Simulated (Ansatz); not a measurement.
# BrH6NOSi: the cost of one run

All numbers below are computed with Ansatz 0.2.0 (RKS LDA/def2-SVP).

## (1) The starting structure

Bond lengths: Si1–N2 2.170 Å, N2–H3 1.060 Å, N2–H4 1.060 Å, Si1–H5 1.460 Å, Si1–O6 1.679 Å, O6–H7 1.010 Å, Si1–H8 1.459 Å, Si1–Br9 2.610 Å, Br9–H10 1.709 Å. Angles (14 of 15 angles, heavy atoms first): N2–Si1–O6 109.5°, N2–Si1–Br9 71.6°, O6–Si1–Br9 176.6°, Si1–N2–H3 120.0°, Si1–N2–H4 120.0°, N2–Si1–H5 109.5°, N2–Si1–H8 109.5°, H5–Si1–O6 109.5°, H5–Si1–Br9 67.2°, O6–Si1–H8 109.5°, H8–Si1–Br9 72.8°, Si1–O6–H7 109.5°, Si1–Br9–H10 62.2°, H3–N2–H4 120.0°.

As a file:

```xyz
10

Si    0.0000    0.0000    0.0000
N     0.0000    0.0000    2.1700
H    -0.8770   -0.2713    2.7000
H     0.8770    0.2713    2.7000
H     1.3768    0.0000   -0.4862
O    -0.7913    1.3709   -0.5594
H    -1.7491    1.1401   -0.7818
H    -0.6877   -1.1914   -0.4862
Br    1.3622   -2.0686    0.8230
H     0.6836   -1.0381    2.0054
```

## (2) Pulling towards end A

Springs on the bonds that form and break draw the guess towards this end; the thresholds are loose.

input.yaml reads:

```yaml
crystal:
  periodic: [false, false, false]
  atoms:
    - { symbol: Si, position_ang: [0.0, 0.0, 0.0] }
    - { symbol: "N", position_ang: [0.0, 0.0, 2.17] }
    - { symbol: H, position_ang: [-0.877, -0.2713, 2.7] }
    - { symbol: H, position_ang: [0.877, 0.2713, 2.7] }
    - { symbol: H, position_ang: [1.3768, 0.0, -0.4862] }
    - { symbol: O, position_ang: [-0.7913, 1.3709, -0.5594] }
    - { symbol: H, position_ang: [-1.7491, 1.1401, -0.7818] }
    - { symbol: H, position_ang: [-0.6877, -1.1914, -0.4862] }
    - { symbol: Br, position_ang: [1.3622, -2.0686, 0.823] }
    - { symbol: H, position_ang: [0.6836, -1.0381, 2.0054] }
basis:
  gaussian: { orbitals: def2-SVP }
hamiltonian:
  xc: lda
relax:
  f_tol: 0.15
  max_steps: 25
  restrain:
    - { distance: [0, 8], at: 3.51, k: 30.0 }
    - { distance: [9, 1], at: 2.26, k: 30.0 }
    - { distance: [0, 1], at: 1.82, k: 30.0 }
    - { distance: [9, 8], at: 1.55, k: 30.0 }
```

The run is started by

```console
$ ansatz run input.yaml --threads 4 --pin off --max-ram 5120MiB --backend cpu --events-out ev --progress --plain --runs-dir out
```

**Question.** How long does this run take on 4 threads of Arm Neoverse V2, shared host, and how much memory does it need?

About 8.7 s, with a peak of 0.15 GiB.
